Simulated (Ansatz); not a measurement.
# Al₂H₂Cl₄: one species, many methods

How much do the methods differ for Al₂H₂Cl₄? The plan is to run it at one geometry with functionals of several rungs and with coupled cluster. The yardstick is the atomisation energy at the CCSD(T) limit.

The runs use Ansatz 0.2.0, Gaussian basis; functionals in def2-TZVPP, the program's frozen cores in correlated methods.

The runs, in order: LDA (SPW92), PBE-D4, revPBE-D4, BLYP-D4, r2SCAN-D4, B97M-V, PBE0-D4, B3LYP-D4, r2SCANh-D4, r2SCAN0-D4, HSE06-D4, BHLYP-D4, CAM-B3LYP-D4, LC-ωPBE, ωB97X-V, ωB97M-V, B2PLYP, PBE-QIDH; CCSD(T)/def2-SVP; CCSD(T)/def2-TZVPP; MP2/def2-QZVPP; extrapolation to the limit; RPA on PBE.

## Step 1: The relaxed structure

An earlier PBE0-D4 in a triple-zeta def2 set relaxation fixed the geometry.

8 atoms, charge 0, spin multiplicity 1.

Atoms are counted from 1 here; the program's logs count them from 0.

Bond lengths: Cl1–Al2 2.088 Å, Al2–Cl3 2.283 Å, Al2–Cl6 2.283 Å, Al2–H7 1.562 Å, Cl3–Al4 2.283 Å, Al4–Cl5 2.088 Å, Al4–Cl6 2.283 Å, Al4–H8 1.562 Å. Angles: Cl1–Al2–Cl3 108.7°, Cl1–Al2–Cl6 108.7°, Cl1–Al2–H7 123.6°, Cl3–Al2–Cl6 90.9°, Cl3–Al2–H7 110.0°, Cl6–Al2–H7 110.0°, Al2–Cl3–Al4 89.1°, Cl3–Al4–Cl5 108.7°, Cl3–Al4–Cl6 90.9°, Cl3–Al4–H8 110.0°, Cl5–Al4–Cl6 108.7°, Cl5–Al4–H8 123.6°, Cl6–Al4–H8 110.0°, Al2–Cl6–Al4 89.1°.

As a file:

```mol
Al2Cl4H2
  3D, bonds by distance, orders not assigned

  8  8  0  0  0  0  0  0  0  0999 V2000
    1.7337    0.4483   -2.4863 Cl  0  0
    1.5205    0.3089   -0.4136 Al  0  0
    0.3580   -1.5937    0.0775 Cl  0  0
   -1.4379   -0.3043    0.6468 Al  0  0
   -2.9064   -0.5132   -0.8232 Cl  0  0
   -0.2491    1.5998    0.2300 Cl  0  0
    2.7035    0.4857    0.5912 H   0  0
   -1.7224   -0.4314    2.1775 H   0  0
  1  2  8  0
  2  3  8  0
  3  4  8  0
  4  5  8  0
  4  6  8  0
  2  7  8  0
  4  8  8  0
  2  6  8  0
M  END
```

## Step 2: LDA

This LDA is Slater exchange with PW92 correlation.

in.yaml

```yaml
crystal:
  periodic: [false, false, false]
  atoms:
    - {symbol: Cl, position_ang: [1.733726, 0.448329, -2.486273]}
    - {symbol: Al, position_ang: [1.520538, 0.308851, -0.413579]}
    - {symbol: Cl, position_ang: [0.358046, -1.593696, 0.077480]}
    - {symbol: Al, position_ang: [-1.437907, -0.304290, 0.646764]}
    - {symbol: Cl, position_ang: [-2.906434, -0.513249, -0.823180]}
    - {symbol: Cl, position_ang: [-0.249099, 1.599758, 0.229991]}
    - {symbol: H, position_ang: [2.703513, 0.485722, 0.591244]}
    - {symbol: H, position_ang: [-1.722383, -0.431434, 2.177542]}
basis:
  gaussian: {orbitals: def2-TZVPP}
hamiltonian: {xc: lda}
output: {orbitals: {seedname: orbitals}}
```

Run with:

```sh
$ ansatz run in.yaml --threads 4 --pin off --events-out ev --progress --plain --max-ram 10444MiB
```

After this run come: PBE-D4 (GGA); revPBE-D4 (GGA); BLYP-D4 (GGA); r2SCAN-D4 (meta-GGA); B97M-V (meta-GGA); PBE0-D4 (hybrid); B3LYP-D4 (hybrid); r2SCANh-D4 (hybrid); r2SCAN0-D4 (hybrid); HSE06-D4 (hybrid); BHLYP-D4 (hybrid); CAM-B3LYP-D4 (range-separated); LC-ωPBE (range-separated); ωB97X-V (range-separated); ωB97M-V (range-separated); B2PLYP (double hybrid); PBE-QIDH (double hybrid); CCSD(T) in def2-SVP; CCSD(T) in def2-TZVPP; MP2 in def2-QZVPP; RPA on PBE orbitals.

**Question.** What will the summary of the whole plan be? Wanted: atomisation energy, CCSD(T)/CBS; farthest beyond LDA; mean size of error, GGA; mean size of error, meta-GGA; mean size of error, hybrid; mean size of error, range-separated; mean size of error, double hybrid; gap, smallest and largest; T1 diagnostic.

**Answer**, as computed:

| quantity | value |
| --- | --- |
| atomisation energy, CCSD(T)/CBS | 25.775 eV |
| functionals within 0.129 eV (0.5 %) | r2SCANh-D4, ωB97X-V, ωB97M-V |
| farthest beyond LDA | BLYP-D4 (-1.105 eV) |
| mean size of error, GGA | 0.780 eV |
| mean size of error, meta-GGA | 0.326 eV |
| mean size of error, hybrid | 0.435 eV |
| mean size of error, range-separated | 0.294 eV |
| mean size of error, double hybrid | 0.525 eV |
| gap, smallest and largest | 6.02 eV (LDA (SPW92)), 13.26 eV (LC-ωPBE) |
| T1 diagnostic | 0.0080 |
| triples share of the correlation energy | 4.0 % |

The LDA atomisation energy is off by 2.498 eV (10 %): it overbinds. PBE-D4 misses by -0.342 eV. Double hybrids carry the basis error of their MP2 part in triple zeta, and no dispersion term here, so their miss is partly the set-up's. Taken by rung, range-separated functionals do best (0.294 eV on average) and GGA ones worst beyond LDA (0.780 eV). The gap between the best rungs is small, so their order is not settled. Misses under about 0.129 eV are within the doubt on the reference itself, which lacks core-valence correlation, relativity and higher excitations. Hartree-Fock recovers 78 % of the binding; the rest is correlation. CCSD(T) in def2-SVP is off by -1.743 eV, worse than the median functional, from the basis alone. The gap grows from 6.0 to 13.3 eV across the functionals, mostly with the share of exact exchange.
